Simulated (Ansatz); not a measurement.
PtS2, space group P-3m1, a convergence test of the k-point mesh

Program: Ansatz 0.2.0 through its Python package.

Input file `POSCAR`:
```text
PtS2
1.0
   3.54320000    0.00000000    0.00000000
  -1.77160000    3.06850121    0.00000000
   0.00000000    0.00000000    5.03880000
Pt S
1 2
Direct
   0.00000000    0.00000000    0.00000000
   0.33333333    0.66666667    0.22700000
   0.66666667    0.33333333    0.77300000
```

At the Python prompt:
```pycon
>>> import warnings
>>> import ansatz
>>> from ase.io import read
>>> FUNCTIONAL = "r2SCAN"
>>> FILLING = "fermi_dirac"
>>> warnings.simplefilter("ignore", ansatz.DeckWarning)
>>> atoms = read("POSCAR", format="vasp")
>>> system = ansatz.Crystal.from_ase(atoms)
>>> calc = system.calculation()
>>> calc = calc.functional(FUNCTIONAL)
>>> calc = calc.occupations(FILLING)
>>> calc = calc.forces()
>>> calc = calc.stress()
>>> rows = []
>>> for value in [0.8, 0.6, 0.5, 0.4, 0.33]:
...     summary = calc.kpoints(spacing=value).run(threads=1, pin="off").report
...     rows.append((value, summary["free_energy_ev"] / len(summary["lattice"]["sites"]), summary["n_iterations"], sum(summary["stress_gpa"][i][i] for i in range(3)) / 3, max(abs(f) for row in summary["forces_ev_ang"] for f in row), summary["n_kpoints"]))
...
>>> print("spacing (1/A)   F/atom (eV)    iterations       P (GPa)  max component (eV/A)      k-points")
spacing (1/A)   F/atom (eV)    iterations       P (GPa)  max component (eV/A)      k-points
>>> for row in rows:
...     print(f"{str(row[0]):>12s}  {row[1]:12.5f}  {row[2]:12d}  {row[3]:12.3f}  {row[4]:20.4f}  {row[5]:12d}")
...
         0.8   -4783.24620             6         8.753                1.1250             6
         0.6   -4783.21567             6         9.113                1.2639             9
         0.5   -4783.21319             6         9.284                1.2364            12
         0.4   -4783.21141             6         9.333                1.2182            24
        0.33   -4783.21158             6         9.314                1.2157            28
>>> for row in rows[:-1]:
...     shift = 1000 * (row[1] - rows[-1][1])
...     print(f"{row[0]}: {shift:+.2f} meV/atom" + ("  (within 5 meV)" if abs(shift) < 5 else ""))
...
0.8: -34.63 meV/atom
0.6: -4.10 meV/atom  (within 5 meV)
0.5: -1.61 meV/atom  (within 5 meV)
0.4: +0.17 meV/atom  (within 5 meV)
```

From a spacing of 0.6 (4×4×3) on it stays within 5 meV an atom of the value at a spacing of 0.33 (7×7×4); the first row (a spacing of 0.8 (3×3×2)) is off by 34.6 meV and the last but one by 0.17 meV. The pressure moves from 8.75 to 9.31 GPa.

Caveats:
- Spin is left out of this run.
- Pressure is positive in compression.
- Spin-orbit coupling, which matters for elements this heavy, is left out.
- At these settings the cell as given stands under about 9 GPa, so it isn't at this functional's equilibrium volume.
- The structure is a deposited one; some such entries were measured under pressure or heat, so a shift against it needn't be the functional's error alone.
- Shifts are counted from the finest mesh, which is itself no proven limit.
- It ran for 16 s on 1 thread of Arm Neoverse V1, with other jobs on the host, peak memory 0.57 GiB.
